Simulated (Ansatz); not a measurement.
# GaH₄+ (singlet): wave-function methods side by side at scale of all distances = 0.880, cc-pVDZ

How much of the correlation energy of GaH₄+ (singlet) does each wave-function method recover here?

Program: Ansatz 0.2.0, Gaussian basis. Level of theory: cc-pVDZ, core rule «outside noble gas», up to 14 orbitals frozen. These are calculated values, not measurements.

Plan: UHF; CCSD(T) on RHF; BCCD(T) on RHF; CISD; CCSDT(Q) on RHF; CASSCF and MRCISD+Q, 2 electrons in 2 orbitals; CASSCF and NEVPT2, 2 electrons in 2 orbitals; CASSCF and MRCISD+Q, 6 electrons in 8 orbitals; CASSCF and MRCISD+Q(relaxed), 6 electrons in 8 orbitals; CASSCF and NEVPT2, 6 electrons in 8 orbitals; Full CI.

13 further runs of the same task are left out: 6 for a known fault of the program, 7 that didn't finish.

## (1) The system

The geometry derives from a PBE0/def2-TZVP stationary point (not a proven minimum). All distances are scaled together. No spin-orbit coupling is included. The filled d shell of Ga may be among the frozen orbitals whatever the setting's name suggests; the logs give the count.

5 atoms, charge 1, spin multiplicity 1.

Atoms are counted from 1 here; the program's logs count them from 0.

Bond lengths: Ga1–H2 1.344 Å, Ga1–H4 1.344 Å, H3–H5 0.673 Å. Angles: H2–Ga1–H4 169.3°.

## (2) UHF

in.yaml

```yaml
crystal:
  periodic: [false, false, false]
  atoms:
    - {symbol: Ga, position_ang: [0.000000, 0.000000, -0.048570]}
    - {symbol: H, position_ang: [0.000000, 1.338192, -0.174165]}
    - {symbol: H, position_ang: [0.000000, 0.336619, 1.854064]}
    - {symbol: H, position_ang: [0.000000, -1.338192, -0.174165]}
    - {symbol: H, position_ang: [0.000000, -0.336619, 1.854064]}
basis:
  gaussian: {orbitals: cc-pVDZ}
total_charge: 1
magnetization: {spin_polarized: true, initial_magnetization: 0}
hamiltonian: {xc: hf}
output: {orbitals: {seedname: orbitals}}
```

The run is started by

```
> ansatz run in.yaml --threads 1 --pin off --events-out ev --progress --plain --max-ram 2393MiB
```

The runs that follow: CCSD(T) on RHF; BCCD(T) on RHF; CISD; CCSDT(Q) on RHF; CASSCF and MRCISD+Q, 2 electrons in 2 orbitals; CASSCF and NEVPT2, 2 electrons in 2 orbitals; CASSCF and MRCISD+Q, 6 electrons in 8 orbitals; CASSCF and MRCISD+Q(relaxed), 6 electrons in 8 orbitals; CASSCF and NEVPT2, 6 electrons in 8 orbitals; Full CI.

Before running them: what should the planned runs give, taken together? Wanted: FCI below the RHF energy; RMP2 from FCI; RCCSD from FCI; RCCSD(T) from FCI; RCCSDT(Q) from FCI; NEVPT2 pair from FCI; NEVPT2 valence from FCI; MRCISD+Q valence from FCI; T1 diagnostic.

The runs gave:

```
                         quantity                                                                                                     value
         FCI below the RHF energy                                                                                                -2.7331 eV
                    RMP2 from FCI                                                                                                +646.1 meV
                   RCCSD from FCI                                                                                                 +27.7 meV
                RCCSD(T) from FCI                                                                                                  +7.1 meV
               RCCSDT(Q) from FCI                                                                                                  +0.1 meV
             NEVPT2 pair from FCI                                                                                                +633.9 meV
          NEVPT2 valence from FCI                                                                                                +409.2 meV
        MRCISD+Q valence from FCI                                                                                                 -14.6 meV
levels within 1 kcal/mol (43 meV)  RCCSD, RCCSD(T), BCCD(T), RCCSDT, RCCSDT(Q), MRCISD valence, MRCISD+Q valence, MRCISD+Q(relaxed) valence
                    T1 diagnostic                                                                                                     0.006
   effectively unpaired electrons                                                                                                      0.02
```

In words: RCCSD(T) misses by +7.1 meV, 0.3 % of the correlation energy. MRCISD+Q valence, MRCISD+Q(relaxed) valence fall below full CI: the +Q correction isn't variational, and the cores differ from full CI's. One determinant dominates. Of the multireference levels listed MRCISD+Q valence comes nearest in total energy (-14.6 meV), which doesn't show that its space is the better one. These misses are within one basis, not against nature.
